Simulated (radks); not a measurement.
# Polarisabilities and dispersion coefficients of Ni, Cu⁺, Zn²⁺ and others

Aim: static dipole polarisabilities and C6 coefficients, each species in its NIST ground configuration. After each ground state the linear response is solved; its values go to the run's result record, not to the log. Response by self-consistent Sternheimer equations with the Hartree and adiabatic LDA kernel.

Program: radks (a radial shooting solver on a logarithmic mesh, Libxc functionals) version 1. Level of theory: non-relativistic Kohn-Sham, PBE, spin-polarised, spherical densities, point nucleus; open shells are filled with parallel spins first. These are calculated values, not measurements, unless marked.

## 1. What is computed

* species: Ni ([Ar] 3d8 4s2), Cu⁺ ([Ar] 3d10), Zn²⁺ ([Ar] 3d10), Ga³⁺ ([Ar] 3d10), Ge⁴⁺ ([Ar] 3d10), As⁵⁺ ([Ar] 3d10), Se⁶⁺ ([Ar] 3d10), Br⁷⁺ ([Ar] 3d10), Kr⁸⁺ ([Ar] 3d10)

## 2. Ni, [Ar] 3d8 4s2

Settings of this run:

```text
Z 28
configuration [Ar] 3d8 4s2
relativity non-relativistic
functional pbe,pbe
spin polarised
nucleus point
response adiabatic LDA kernel
```

## 3. Cu⁺, [Ar] 3d10

Settings of this run:

```text
Z 29
configuration [Ar] 3d10
relativity non-relativistic
functional pbe,pbe
spin polarised
nucleus point
response adiabatic LDA kernel
```

## 4. Zn²⁺, [Ar] 3d10

Input: that of step 3 with these lines changed.

```diff
@@ -1,2 +1,2 @@
-Z 29
+Z 30
 configuration [Ar] 3d10
```

## 5. Ga³⁺, [Ar] 3d10

Input: that of step 4 with these lines changed.

```diff
@@ -1,2 +1,2 @@
-Z 30
+Z 31
 configuration [Ar] 3d10
```

## 6. Ge⁴⁺, [Ar] 3d10

Input: that of step 5 with these lines changed.

```diff
@@ -1,2 +1,2 @@
-Z 31
+Z 32
 configuration [Ar] 3d10
```

## 7. As⁵⁺, [Ar] 3d10

Input: that of step 6 with these lines changed.

```diff
@@ -1,2 +1,2 @@
-Z 32
+Z 33
 configuration [Ar] 3d10
```

## 8. Se⁶⁺, [Ar] 3d10

Input: that of step 7 with these lines changed.

```diff
@@ -1,2 +1,2 @@
-Z 33
+Z 34
 configuration [Ar] 3d10
```

## 9. Br⁷⁺, [Ar] 3d10

Input: that of step 8 with these lines changed.

```diff
@@ -1,2 +1,2 @@
-Z 34
+Z 35
 configuration [Ar] 3d10
```

## 10. Kr⁸⁺, [Ar] 3d10

Input: that of step 9 with these lines changed.

```diff
@@ -1,2 +1,2 @@
-Z 35
+Z 36
 configuration [Ar] 3d10
```

What does the calculation give? Wanted: for each run, species; −ε(HOMO); α; α uncoupled; C6; C8; recommended α.

As calculated:

```
species  −ε(HOMO) (eV)  α (bohr³)  α uncoupled (bohr³)  C6 (hartree bohr⁶)  C8 (hartree bohr⁸)  recommended α (bohr³)
     Ni          5.352      48.43                87.07               389.9                   -                     49
    Cu⁺         13.752      8.193                11.03               27.69               610.2                      -
   Zn²⁺         31.081      2.949                3.730               7.891               97.40                      -
   Ga³⁺         52.852      1.459                1.787               3.248               27.70                      -
   Ge⁴⁺         78.549     0.8531                1.025               1.624               10.57                      -
   As⁵⁺         107.89     0.5523               0.6545              0.9154               4.806                      -
   Se⁶⁺         140.70     0.3827               0.4491              0.5595               2.455                      -
   Br⁷⁺         176.89     0.2783               0.3240              0.3626               1.361                      -
   Kr⁸⁺         216.36     0.2097               0.2426              0.2456              0.8028                      -
```

In words: Uncoupled leaves out the potential induced by the response; C6 and C8 are for like pairs. Ni is the most polarisable and Kr⁸⁺ the least, a factor 231 apart. For the pair Ni–Kr⁸⁺ the Casimir-Polder integral gives C6 = 4.016, the rule 2·Ca·Cb/(Ca·αb/αa + Cb·αa/αb) on the like-pair values 3.280. Against the recommended values (Schwerdtfeger and Nagle, 2023 table) the misses are Ni -1 %. C8 is given only where no p, d or f shell is open. For heavy and open-shell atoms this level can miss by tens of per cent.
